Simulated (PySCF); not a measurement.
# C4H4AuS4 (Au(edt)2): the cost of one run

Computed with PySCF 2.14.0 and routines of our own; the level stands in each step. Atoms count from 0.

### 1 The starting structure

13 atoms, charge 0, multiplicity 2; geometry from: GFN2-xTB.

### 2 Open-shell or spin-flip excitations: unrestricted TDDFT BP86/def2-SVP Au:def2-TZVP

Job settings and geometry (Å):

```
{"job": {"kind": "uabs", "xc": "BP86", "basis": {"default": "def2-SVP", "Au": "def2-TZVP"}, "nstates": 15, "tda": false, "pol": false}, "charge": 0, "multiplicity": 2}
Au    -0.000790     0.000380    -0.000190
S      2.340380     0.007620     0.009300
C      2.645600     1.702600    -0.003350
C      1.696880     2.649540    -0.014250
S      0.002270     2.340950    -0.015100
H      3.696300     1.948810     0.001500
H      1.941240     3.700560    -0.014430
S     -2.340720    -0.007710    -0.005330
C     -2.645580    -1.702810     0.003900
C     -1.696510    -2.649410     0.010620
S     -0.002220    -2.340230     0.011200
H     -3.696260    -1.949630     0.001960
H     -1.940580    -3.700680     0.014160
```

Level: unrestricted TDDFT BP86/def2-SVP Au:def2-TZVP, vertical, gas phase, core orbitals frozen in the response.

Command:

```sh
$ OMP_NUM_THREADS=1 python excited_run.py task.json out
```

The driver reads the jobs from task.json and runs them one after another.

**Question.** How long does this run take on 1 thread of Arm Neoverse N1, shared host?

About 2.3 min.
